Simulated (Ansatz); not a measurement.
# GeH4SSe: the cost of one run

All numbers are computed with Ansatz 0.2.0, driven from Python. Level of theory: B3LYP/def2-SVP.

## Step 1: Starting point

Bond lengths: S1–Ge2 2.170 Å, Ge2–Se3 2.340 Å, S1–H4 1.346 Å, Ge2–H5 1.555 Å, Ge2–H6 1.551 Å, Se3–H7 1.591 Å. Angles: S1–Ge2–Se3 107.6°, S1–Ge2–H5 109.9°, S1–Ge2–H6 110.2°, Se3–Ge2–H5 109.5°, Se3–Ge2–H6 110.3°, H5–Ge2–H6 109.5°, Ge2–S1–H4 92.2°, Ge2–Se3–H7 90.7°.

The script holds or builds the structure itself.

## Step 2: The code

pa.py

```python
"""Adding a proton to GeH4SSe."""

import ansatz as az
import numpy as np

BASIS = "def2-SVP"
FUNCTIONAL = "b3lyp"
CHARGE = 1
FORCE_TOL = 0.01

geometry_ang = [
    ("S", [-1.7763, 0.4492, -1.1516]),
    ("Ge", [0.0309, 0.4791, 0.0498]),
    ("Se", [1.1311, -1.5594, -0.2796]),
    ("H", [-2.2497, -0.6321, -0.5047]),
    ("H", [0.9518, 1.645, -0.4093]),
    ("H", [-0.3264, 0.6603, 1.548]),
    ("H", [2.2999, -1.1101, 0.7017]),
]
geh4sse = az.Crystal.molecule()
for symbol, xyz in geometry_ang:
    geh4sse = geh4sse.atom(symbol, xyz)

base = (
    geh4sse.calculation()
    .basis(gaussian=BASIS)
    .functional(FUNCTIONAL)
)
symbols = [site.symbol for site in geh4sse.cartesian_sites]
start = np.array([site.position_ang for site in geh4sse.cartesian_sites], dtype=float)
rep = base.relax(force_tolerance=0.01, max_steps=100).run(threads=1, pin="off").report
end = np.array(rep["positions_ang"])

# start the new hydrogen opposite the existing bonds
away = sum((end[0] - end[j]) / np.linalg.norm(end[0] - end[j]) for j in [1, 3]) + np.array([0.15, 0.1, -0.2])
proton = end[0] + 1.4 * away / np.linalg.norm(away)
acid = az.Crystal.molecule()
for symbol, place in zip(symbols, end):
    acid = acid.atom(symbol, place.tolist())
acid = acid.atom("H", proton.tolist())
protonated = (
    acid.calculation()
    .basis(gaussian=BASIS)
    .functional(FUNCTIONAL)
    .charge(CHARGE)
    .relax(force_tolerance=FORCE_TOL, max_steps=80)
)
after = protonated.run(threads=1, pin="off").report
xyz = np.array(after["positions_ang"])
reach = np.linalg.norm(xyz[:-1] - xyz[-1], axis=1)
print(f"base {rep['free_energy_ev']:.5f} eV, protonated {after['free_energy_ev']:.5f} eV")
print(f"the proton ends {reach.min():.3f} A from {symbols[reach.argmin()]}{reach.argmin()}")
print(f"electronic proton affinity {23.060548 * (rep['free_energy_ev'] - after['free_energy_ev']):.1f} kcal/mol")
```

## Step 3: What the engine is handed

The package turns the script's settings into the engine's input (first run):

```yaml
crystal:
  periodic: [false, false, false]
  atoms:
    - { symbol: S, position_ang: [-1.7763, 0.4492, -1.1516] }
    - { symbol: Ge, position_ang: [0.0309, 0.4791, 0.0498] }
    - { symbol: Se, position_ang: [1.1311, -1.5594, -0.2796] }
    - { symbol: H, position_ang: [-2.2497, -0.6321, -0.5047] }
    - { symbol: H, position_ang: [0.9518, 1.645, -0.4093] }
    - { symbol: H, position_ang: [-0.3264, 0.6603, 1.548] }
    - { symbol: H, position_ang: [2.2999, -1.1101, 0.7017] }
basis:
  gaussian:
    orbitals: def2-SVP
hamiltonian:
  xc: b3lyp
relax:
  f_tol: 0.01
  max_steps: 100
```

## Step 4: The run

Command:

```console
> python pa.py
```

What time and memory should one allow on 1 thread of Arm Neoverse V2, shared host?

About 4.6 min, with a peak of 0.34 GiB.
